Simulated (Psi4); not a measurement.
# C2H2ClSi (SMILES [C]#C[SiH2]Cl) at UM06-L/6-311+G(d,p), part 2 of 2

Psi4 1.11. Earlier steps stand in the parts before.

## (3) The distorted shape, same level

c2h2clsi.json

```json
{
  "schema_name": "qcschema_input",
  "schema_version": 1,
  "molecule": {
    "schema_name": "qcschema_molecule",
    "schema_version": 2,
    "symbols": ["C", "C", "Si", "Cl", "H", "H"],
    "geometry": [1.04911358, -4.15514492, 2.6816272, 0.30191587, -2.2495451, 1.65475002, -0.75198439, 0.65345218, 0.14107939, -3.98492784, -0.04612444, -1.85806187, 1.81319222, 1.7967516, -2.15731134, -1.30756387, 2.56075275, 2.10242614],
    "molecular_charge": 0,
    "molecular_multiplicity": 2,
    "fix_symmetry": "c1"
  },
  "driver": "gradient",
  "model": {
    "method": "m06-l",
    "basis": "6-311+G**"
  },
  "keywords": {
    "reference": "uks",
    "puream": true,
    "e_convergence": 1e-09,
    "d_convergence": 1e-08,
    "scf_type": "pk",
    "dft_radial_points": 99,
    "dft_spherical_points": 590,
    "maxiter": 200,
    "scf_properties": ["QUADRUPOLE", "MAYER_INDICES", "MULLIKEN_CHARGES"]
  }
}
```

Run with:

```
$ psi4 --qcschema c2h2clsi.json -n 1 --memory 1600MB
```

stdout:

```text
Psi4 1.11 release

gradient() will perform analytic gradient computation.

   => Loading Basis Set <=

    Name: 6-311+G**
    Role: ORBITAL
    Keyword: BASIS

         ---------------------------------------------------------
                                   SCF
                              UKS Reference
                        1 Threads,   1525 MiB Core
         ---------------------------------------------------------

  ==> Geometry <==

    Molecular point group: c1
    Full point group: C1

    Geometry (in Bohr), charge = 0, multiplicity = 2:

       Center              X                  Y                   Z               Mass
    ------------   -----------------  -----------------  -----------------  -----------------
         C            2.664022754374    -3.527951608893     2.783312977623    12.000000000000
         C            1.916825044374    -1.622351788893     1.756435797623    12.000000000000
         SI           0.862924784374     1.280645491107     0.242765167623    27.976926534650
         CL          -2.370018665626     0.581068871107    -1.756376092377    34.968852682000
         H            3.428101394374     2.423944911107    -2.055625562377     1.007825032230
         H            0.307345304374     3.187946061107     2.204111917623     1.007825032230

  Running in c1 symmetry.

  Rotational constants: A =      0.38543  B =      0.08360  C =      0.07103 [cm^-1]
  Rotational constants: A =  11554.92659  B =   2506.28093  C =   2129.41276 [MHz]
  Nuclear repulsion =  165.165992504953721

  Charge       = 0
  Multiplicity = 2
  Electrons    = 45
  Nalpha       = 23
  Nbeta        = 22

  ==> Algorithm <==

  SCF Algorithm Type is PK.
  DIIS enabled.
  MOM disabled.
  Fractional occupation disabled.
  Guess Type is SAD.
  Energy threshold   = 1.00e-09
  Density threshold  = 1.00e-08
  Integral threshold = 1.00e-12

  ==> Primary Basis <==

  Basis Set: 6-311+G**
    Blend: 6-311+G**
    Number of shells: 56
    Number of basis functions: 116
    Number of Cartesian functions: 120
    Spherical Harmonics?: true
    Max angular momentum: 2

  ==> DFT Potential <==

   => LibXC <=

    Version 7.1.2

   => Composite Functional: M06-L <=

    M06-L Meta-GGA XC Functional

    Deriv               =              1
    GGA                 =           TRUE
    Meta                =           TRUE

    Exchange Hybrid     =          FALSE
    MP2 Hybrid          =          FALSE

   => Exchange Functionals <=

    1.0000   XC_MGGA_X_M06_L

   => Correlation Functionals <=

    1.0000   XC_MGGA_C_M06_L

   => LibXC Density Thresholds  <==

    XC_MGGA_C_M06_L:  1.00E-12
    XC_MGGA_X_M06_L:  1.00E-15

   => Molecular Quadrature <=

    Radial Scheme          =       TREUTLER
    Pruning Scheme         =           NONE
    Nuclear Scheme         =       TREUTLER

    Blocking Scheme        =         OCTREE
    BS radius alpha        =              1
    Pruning alpha          =              1
    Radial Points          =             99
    Spherical Points       =            590
    Total Points           =         338691
    Total Blocks           =           2509
    Max Points             =            256
    Max Functions          =            108
    Weights Tolerance      =       1.00E-15

  ==> Integral Setup <==

  Using in-core PK algorithm.
   Calculation information:
      Number of atoms:                   6
      Number of AO shells:              56
      Number of primitives:            101
      Number of atomic orbitals:       120
      Number of basis functions:       116

      Integral cutoff                 1.00e-12
      Number of threads:                 1

  Performing in-core PK
  Using 46056582 doubles for integral storage.
  We computed 1056548 shell quartets total.
  Whereas there are 1274406 unique shell quartets.

  ==> DiskJK: Disk-Based J/K Matrices <==

    J tasked:                  Yes
    K tasked:                   No
    wK tasked:                  No
    Memory [MiB]:             1029
    Schwarz Cutoff:          1E-12

  Cached 5.3% of DFT collocation blocks in 0.108 [GiB].

  Minimum eigenvalue in the overlap matrix is 1.7415511654E-05.
  Reciprocal condition number of the overlap matrix is 2.3430041043E-06.
    Using symmetric orthogonalization.

  ==> Pre-Iterations <==

  SCF Guess: Superposition of Atomic Densities via on-the-fly atomic UHF (no occupation information).

   -------------------------
    Irrep   Nso     Nmo
   -------------------------
     A        116     116
   -------------------------
    Total     116     116
   -------------------------

  ==> Iterations <==

                        Total Energy        Delta E     RMS |[F,P]|
[... 2 lines left out ...]
   @UKS iter   1:  -826.31625886393010    5.18337e-02   7.74754e-03 ADIIS/DIIS
[... 1 line left out ...]
   @UKS iter   3:  -826.79961626054978   -7.77907e+00   3.78879e-03 ADIIS/DIIS
[... 1 line left out ...]
   @UKS iter   5:  -826.93730705783491   -3.98140e-01   1.32667e-03 ADIIS/DIIS
[... 1 line left out ...]
   @UKS iter   7:  -826.95509262720941   -8.79688e-03   5.17954e-04 ADIIS/DIIS
[... 1 line left out ...]
   @UKS iter   9:  -826.95831470627922   -8.93688e-04   9.76911e-05 DIIS
[... 1 line left out ...]
   @UKS iter  11:  -826.95850587024120   -4.39138e-05   2.67979e-05 DIIS
[... 1 line left out ...]
   @UKS iter  13:  -826.95852331147694   -4.41099e-06   4.36500e-06 DIIS
[... 1 line left out ...]
   @UKS iter  15:  -826.95852414131980   -2.31182e-07   1.31636e-06 DIIS
[... 1 line left out ...]
   @UKS iter  17:  -826.95852429602860   -1.52734e-08   4.90663e-07 DIIS
[... 1 line left out ...]
   @UKS iter  19:  -826.95852429888168   -2.25668e-10   5.29371e-08 DIIS
[... 1 line left out ...]
   @UKS iter  21:  -826.95852429893500   -7.16227e-12   9.86651e-09 DIIS
[... 9 lines left out ...]
   @Spin Contamination Metric:   4.251504653E-02
[... 1 line left out ...]
   @S^2 Observed:                7.925150465E-01
[... 1 line left out ...]
   @S   Observed:                5.000000000E-01
[... 47 lines left out ...]
  @UKS Final Energy:  -826.95852429893500
[... 4 lines left out ...]
    One-Electron Energy =               -1467.8896683266675609
[... 1 line left out ...]
    DFT Exchange-Correlation Energy =     -60.6517215836036954
[... 1 line left out ...]
    VV10 Nonlocal Energy =                  0.0000000000000000
[... 24 lines left out ...]
 Dipole X            :         -2.8192758            3.0111632            0.1918874
[... 1 line left out ...]
 Dipole Z            :         -0.6228634            0.9272978            0.3044343
[... 35 lines left out ...]
                 6

    1    -0.04142468211711
    2    -0.02782022900474
    3     0.96884270797228
    4     0.00970781017368
    5     0.01991207953591
    6     0.00000000000000

  Alpha Contribution:
  Irrep: 1 Size: 6 x 6

                 1                   2                   3                   4                   5

    1     0.00000000000000     1.85105843507667    -0.22309119762513    -0.03715172590774    -0.00975132673569
    2     1.85105843507667     0.00000000000000     0.49723135742482     0.01541196046236    -0.02341419387831
    3    -0.22309119762513     0.49723135742482     0.00000000000000     0.56899505124641     0.49061030333916
    4    -0.03715172590774     0.01541196046236     0.56899505124641     0.00000000000000     0.01429273539323
    5    -0.00975132673569    -0.02341419387831     0.49061030333916     0.01429273539323     0.00000000000000
    6    -0.01182449323409    -0.02083955610982     0.48387977781903     0.00486113406087     0.00885422570663

                 6

    1    -0.01182449323409
    2    -0.02083955610982
    3     0.48387977781903
    4     0.00486113406087
    5     0.00885422570663
    6     0.00000000000000

  Beta Contribution:
  Irrep: 1 Size: 6 x 6

                 1                   2                   3                   4                   5

    1     0.00000000000000     1.47289431186735    -0.15899094877856    -0.09512150095780    -0.03950146413424
    2     1.47289431186735     0.00000000000000     0.41212115938375     0.06756197644135     0.00125188255241
    3    -0.15899094877856     0.41212115938375     0.00000000000000     0.57984409179768     0.49317709341808
    4    -0.09512150095780     0.06756197644135     0.57984409179768     0.00000000000000     0.01368211261073
    5    -0.03950146413424     0.00125188255241     0.49317709341808     0.01368211261073     0.00000000000000
    6    -0.02960018888303    -0.00698067289492     0.48496293015325     0.00484667611281     0.01105785382928

                 6

    1    -0.02960018888303
    2    -0.00698067289492
    3     0.48496293015325
    4     0.00484667611281
    5     0.01105785382928
    6     0.00000000000000

  Atomic Valences:

 #  #
 Irrep: 1
      1:    2.718919900687739
      2:    4.266296660325652
      3:    3.628739618178479
      4:    1.137222511259884
      5:    0.960259222101284
      6:    0.929217686560009

	total time  =        105 seconds =       1.75 minutes

         ------------------------------------------------------------
                                   SCF GRAD
         ------------------------------------------------------------

  ==> Geometry <==

    Molecular point group: c1
    Full point group: C1

    Geometry (in Bohr), charge = 0, multiplicity = 2:

       Center              X                  Y                   Z               Mass
    ------------   -----------------  -----------------  -----------------  -----------------
         C            2.664022754374    -3.527951608893     2.783312977623    12.000000000000
         C            1.916825044374    -1.622351788893     1.756435797623    12.000000000000
         SI           0.862924784374     1.280645491107     0.242765167623    27.976926534650
         CL          -2.370018665626     0.581068871107    -1.756376092377    34.968852682000
         H            3.428101394374     2.423944911107    -2.055625562377     1.007825032230
         H            0.307345304374     3.187946061107     2.204111917623     1.007825032230

  Nuclear repulsion =  165.165992504953721

  ==> Basis Set <==

  Basis Set: 6-311+G**
    Blend: 6-311+G**
    Number of shells: 56
    Number of basis functions: 116
    Number of Cartesian functions: 120
    Spherical Harmonics?: true
    Max angular momentum: 2

  ==> DirectJKGrad: Integral-Direct SCF Gradients <==

    Gradient:                    1
    J tasked:                  Yes
    K tasked:                   No
    wK tasked:                  No
    Integrals threads:           1
    Schwarz Cutoff:          1E-12

  ==> DFT Potential <==

   => LibXC <=

    Version 7.1.2

   => Composite Functional: M06-L <=

    M06-L Meta-GGA XC Functional

    Deriv               =              1
    GGA                 =           TRUE
    Meta                =           TRUE

    Exchange Hybrid     =          FALSE
    MP2 Hybrid          =          FALSE

   => Exchange Functionals <=

    1.0000   XC_MGGA_X_M06_L

   => Correlation Functionals <=

    1.0000   XC_MGGA_C_M06_L

   => LibXC Density Thresholds  <==

    XC_MGGA_C_M06_L:  1.00E-12
    XC_MGGA_X_M06_L:  1.00E-15

   => Molecular Quadrature <=

    Radial Scheme          =       TREUTLER
    Pruning Scheme         =           NONE
    Nuclear Scheme         =       TREUTLER

    Blocking Scheme        =         OCTREE
    BS radius alpha        =              1
    Pruning alpha          =              1
    Radial Points          =             99
    Spherical Points       =            590
    Total Points           =         338691
    Total Blocks           =           2509
    Max Points             =            256
    Max Functions          =            108
    Weights Tolerance      =       1.00E-15

  -Total Gradient:
     Atom            X                  Y                   Z
    ------   -----------------  -----------------  -----------------
       1       -0.004672776914     0.012611570899    -0.006935584902
       2        0.004156426884    -0.015153808097     0.009184330538
       3       -0.043911449508    -0.019126738015     0.037054655871
       4       -0.001291330113    -0.000586845673     0.000131716966
       5        0.047481499229     0.021157620753    -0.043233008830
       6       -0.001851272135     0.001146785970     0.003624899400

	total time  =         13 seconds =       0.22 minutes

    Psi4 run time: 0:01:57.30
```

The result, in JSON:

```text
{
 "driver": "gradient",
 "model": {
  "method": "m06-l",
  "basis": "6-311+G**"
 },
 "success": true,
 "return_result": [-0.004672776913762111, 0.012611570898666269, -0.006935584902288794, 0.004156426884393688, -0.01515380809749911, 0.009184330537556434, -0.043911449507680285, -0.01912673801482671, 0.03705465587068148, -0.0012913301130872967, -0.0005868456725565685, 0.00013171696565830726, 0.04748149922872552, 0.021157620753224513, -0.0432330088298353, -0.0018512721347196184, 0.001146785970267003, 0.0036248993998391627],
 "properties": {
  "calcinfo_nbasis": 116,
  "calcinfo_nmo": 116,
  "calcinfo_nalpha": 23,
  "calcinfo_nbeta": 22,
  "calcinfo_natom": 6,
  "nuclear_repulsion_energy": 165.16599250495372,
  "return_energy": -826.958524298935,
  "return_gradient": [-0.004672776913762111, 0.012611570898666269, -0.006935584902288794, 0.004156426884393688, -0.01515380809749911, 0.009184330537556434, -0.043911449507680285, -0.01912673801482671, 0.03705465587068148, -0.0012913301130872967, -0.0005868456725565685, 0.00013171696565830726, 0.04748149922872552, 0.021157620753224513, -0.0432330088298353, -0.0018512721347196184, 0.001146785970267003, 0.0036248993998391627],
  "scf_one_electron_energy": -1467.8896683266676,
  "scf_two_electron_energy": 536.4168731063826,
  "scf_xc_energy": -60.651721583603695,
  "scf_dipole_moment": [0.1918873759784514, 0.15172933193882399, 0.3044343498681612],
  "scf_total_energy": -826.958524298935,
  "scf_total_gradient": [-0.004672776913762111, 0.012611570898666269, -0.006935584902288794, 0.004156426884393688, -0.01515380809749911, 0.009184330537556434, -0.043911449507680285, -0.01912673801482671, 0.03705465587068148, -0.0012913301130872967, -0.0005868456725565685, 0.00013171696565830726, 0.04748149922872552, 0.021157620753224513, -0.0432330088298353, -0.0018512721347196184, 0.001146785970267003, 0.0036248993998391627],
  "scf_iterations": 21
 }
}
```

Run time: 2 min. Hardware: 1 thread of Intel Xeon Platinum 8124M at 3.00GHz (Skylake/Cascade Lake), shared host; peak memory 0.69 GiB.

## (4) What came out

This closing draws on all 2 parts.

At UM06-L/6-311+G**:

```
                                                          quantity          value
                                         first shape: total energy  -826.99804 Eh
                                        first shape: dipole moment         1.21 D
                   first shape: HOMO energy (highest over α and β)       -7.65 eV
                    first shape: LUMO energy (lowest over α and β)       -5.71 eV
                                                 first shape: ⟨S²⟩          0.792
                             first shape: largest force on an atom     0.760 eV/Å
                                     distorted shape: total energy  -826.95852 Eh
                                    distorted shape: dipole moment         0.99 D
               distorted shape: HOMO energy (highest over α and β)       -7.52 eV
                distorted shape: LUMO energy (lowest over α and β)       -5.77 eV
                                             distorted shape: ⟨S²⟩          0.793
                         distorted shape: largest force on an atom     3.477 eV/Å
energy change with the Si3–H5 bond stretched from 1.477 to 1.920 Å       1.075 eV
```

What this shows: With the Si3–H5 bond stretched from 1.477 to 1.920 Å the energy rises by 1.08 eV (104 kJ/mol). The first shape isn't relaxed at this level, so the change isn't measured from a minimum. The largest force (first shape) is 0.76 eV/Å: the shape isn't a stationary point for this species at this level. Mulliken charges (distorted shape) run from -0.62 on C2 to +0.71 on C1; in a basis this large or diffuse they mean little.
